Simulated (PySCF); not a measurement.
# [Nd(H2O)3]3+: other functionals and bases at one geometry

One table from this session's results is given with a row withheld; the runs are named, their logs left out.

Computed with PySCF 2.14.0. Level: several levels, as the steps say, no spin–orbit coupling.

4 further runs of the same task are left out: 2 for a known fault of the program, 2 that didn't finish.

## The system as given

10 atoms, charge 3, spin multiplicity 1.

Bond lengths: Nd1–O2 2.322 Å, Nd1–O5 2.322 Å, Nd1–O8 2.322 Å, O2–H3 0.987 Å, O2–H4 0.987 Å, O5–H6 0.987 Å, O5–H7 0.987 Å, O8–H9 0.987 Å, O8–H10 0.987 Å. Angles: O2–Nd1–O5 120.0°, O2–Nd1–O8 120.0°, O5–Nd1–O8 120.0°, Nd1–O2–H3 128.6°, Nd1–O2–H4 128.6°, H3–O2–H4 102.8°, Nd1–O5–H6 128.6°, Nd1–O5–H7 128.6°, H6–O5–H7 102.8°, Nd1–O8–H9 128.6°, Nd1–O8–H10 128.6°, H9–O8–H10 102.8°.

As a file:

```
Nd    0.0000    0.0000    0.0000
O     2.3218    0.0000    0.0000
H     2.9376    0.7691    0.0659
H     2.9376   -0.7691   -0.0659
O    -1.1609    2.0107    0.0000
H    -2.1349    2.1595    0.0659
H    -0.8028    2.9286   -0.0659
O    -1.1609   -2.0107    0.0000
H    -0.8027   -2.9286    0.0659
H    -2.1348   -2.1595   -0.0659
```

Formal oxidation states: Nd +3. Each metal's 3 4f electrons lie in its core potential, so multiplicities, spins and levels count the valence alone. An earlier session relaxed this geometry at PBE0, Nd lcecp-1-SVP with ECP49, O def2-SVP, H def2-SVP (singlet, point group D3).

At PBE0 on the finer grid: E = -261.725315 Eh, HOMO -24.99 eV, LUMO -16.82 eV, Mulliken charge on Nd1 +2.00 e, largest force component 0.012 eV/Å. 

Levels to run: M06-L; B3LYP; r2SCAN; PBE; PBE0, TZVP. Hardware: 2 threads of Arm Neoverse V1, shared host.

The first run:

Contents of run.py (the lines that set the calculation):

```python
mol = gto.M(atom='''
Nd     0.00000     0.00000     0.00000
O      2.32179     0.00001     0.00000
H      2.93758     0.76909     0.06588
H      2.93759    -0.76907    -0.06588
O     -1.16090     2.01073     0.00000
H     -2.13485     2.15948     0.06588
H     -0.80276     2.92856    -0.06588
O     -1.16089    -2.01074     0.00000
H     -0.80274    -2.92857     0.06588
H     -2.13483    -2.15949    -0.06588''',
    basis={'Nd': 'lcecp-1-SVP', 'O': 'def2-SVP', 'H': 'def2-SVP'},
    ecp={'Nd': 'lcecp-1-SVP'},
    charge=3, spin=0)
mf = dft.RKS(mol, xc='M06L')
mf.grids.atom_grid = (75, 302)  # f atoms: unpruned, at least (60, 302)
mf = mf.density_fit()  # fitting sets: Nd AutoAux, O def2-universal-JKFIT, H def2-universal-JKFIT
mf.conv_tol = 1e-08; mf.max_cycle = 55
mf.kernel(dm0)  # dm0: the density of the relaxed state
```

Run with:

```
OMP_NUM_THREADS=2 python run.py
```

Steps of the session up to this table: M06-L; B3LYP; r2SCAN; PBE; PBE0, TZVP.

One table of the session follows, with a row left open; its other results are not shown here.

| level | HOMO (eV) | gap (eV) | charge on Nd1 (e) | largest force component (eV/Å) |
| --- | --- | --- | --- | --- |
| PBE0 (relaxed here) | -24.99 | 8.17 | 2.00 | 0.01 |
| M06-L | -23.53 | 6.57 | 2.07 | 0.14 |
| B3LYP | -24.65 | 7.49 | 1.96 | 0.16 |
| r2SCAN | -23.57 | 6.43 | 1.98 | 0.11 |
| PBE | ? | ? | ? | ? |
| PBE0, TZVP | -24.99 | 8.27 | 2.27 | 0.32 |

Q: Estimate the row for PBE from the others.

**Answer.** HOMO (eV): -23.15; gap (eV): 5.48; charge on Nd1 (e): 1.86; largest force component (eV/Å): 0.51. In the column «HOMO (eV)» it is the highest.

In one basis the HOMO–LUMO gap runs from 5.48 eV (PBE) to 8.17 eV (PBE0). The largest leftover force, 0.51 eV/Å with PBE, stands at a geometry relaxed at another level. With 4f in the core, its levels are missing from HOMO and gap, and its count is fixed, so no charge can pass from the ligands into it. Total energies of different levels can't be compared.
